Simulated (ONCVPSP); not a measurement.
# Hf: the cost of one run

The numbers are computed with ONCVPSP 4.0.1.1 (patched build) (PBE, scalar-relativistic, spin-unpolarised reference atom).

**1. Settings**

Typed settings, in words:

```
element                 : hafnium (Hf, Z = 72)
type                    : optimised norm-conserving Vanderbilt (ONCV)
frozen core             : [Kr] 4d10 4f14
valence charge          : 12
reference configuration : 5s2 5p6 5d2 6s2
partial waves           : 5s+6s: rc 1.75 bohr, ncon 4, nbas 8, qcut 5.3 1/bohr, 2 projectors; 5p: rc 1.65 bohr, ncon 4, nbas 8, qcut 6.5 1/bohr, 2 projectors, debl 0.5 Ha; 5d: rc 2.15 bohr, ncon 3, nbas 7, qcut 2.7 1/bohr, 2 projectors, debl 3.8 Ha
local potential         : polynomial inside 1.50 bohr (lpopt 5, dvloc0 0 Ha)
core correction         : Teter function fitted to the true core (icmod 2), fcfact 0.3
```

An earlier all-electron run gives the scale for the radii.

All-electron outer shells of the reference configuration (PBE, scalar-relativistic, ld1.x):

```csv
shell,level (eV),outermost node (bohr),outermost maximum (bohr)
5s,-67.02,0.55,1.01
5p,-35.57,0.60,1.16
4f,-16.83,–,0.45
6s,-5.11,1.37,2.89
5d,-2.69,0.67,1.69
6p,-1.40,1.66,4.05
```

**2. Generating the potential**

Contents of Hf.dat:

```
# ATOM AND REFERENCE CONFIGURATION
# atsym  z   nc   nv     iexc    psfile
  Hf 72.00   10    4        4      upf
#
#   n    l    f
    1    0    2.00
    2    0    2.00
    2    1    6.00
    3    0    2.00
    3    1    6.00
    3    2   10.00
    4    0    2.00
    4    1    6.00
    4    2   10.00
    4    3   14.00
    5    0    2.00
    5    1    6.00
    5    2    2.00
    6    0    2.00
#
# PSEUDOPOTENTIAL AND OPTIMIZATION
# lmax
    2
#
#   l,   rc,      ep,       ncon, nbas, qcut
    0    1.75    0.00    4    8    5.30
    1    1.65    0.00    4    8    6.50
    2    2.15    0.00    3    7    2.70
#
# LOCAL POTENTIAL
# lloc, lpopt,  rc(5),   dvloc0
    4    5    1.50    0.00
#
# VANDERBILT-KLEINMAN-BYLANDER PROJECTORs
# l, nproj, debl
    0    2    3.20
    1    2    0.50
    2    2    3.80
#
# MODEL CORE CHARGE
# icmod, fcfact, rcfact
    2    0.30    0.75
#
# LOG DERIVATIVE ANALYSIS
# epsh1, epsh2, depsh
   -4.00    5.00    0.02
#
# OUTPUT GRID
# rlmax, drl
    6.00    0.01
#
# TEST CONFIGURATIONS
# ncnf
    4
# nvcnf
#   n    l    f
    4
    5    0    2.00
    5    1    6.00
    5    2    2.00
    6    0    1.00
#
    4
    5    0    2.00
    5    1    6.00
    5    2    2.00
    6    0    0.00
#
    4
    5    0    2.00
    5    1    6.00
    5    2    1.00
    6    0    0.00
#
    4
    5    0    2.00
    5    1    6.00
    5    2    3.00
    6    0    0.00
#
```

On the command line:

```console
oncvpsp.x < Hf.dat > Hf.out
```

**Question.** How long does this run take on 1 thread of Neoverse-N1, shared host?

About 6.4 s.
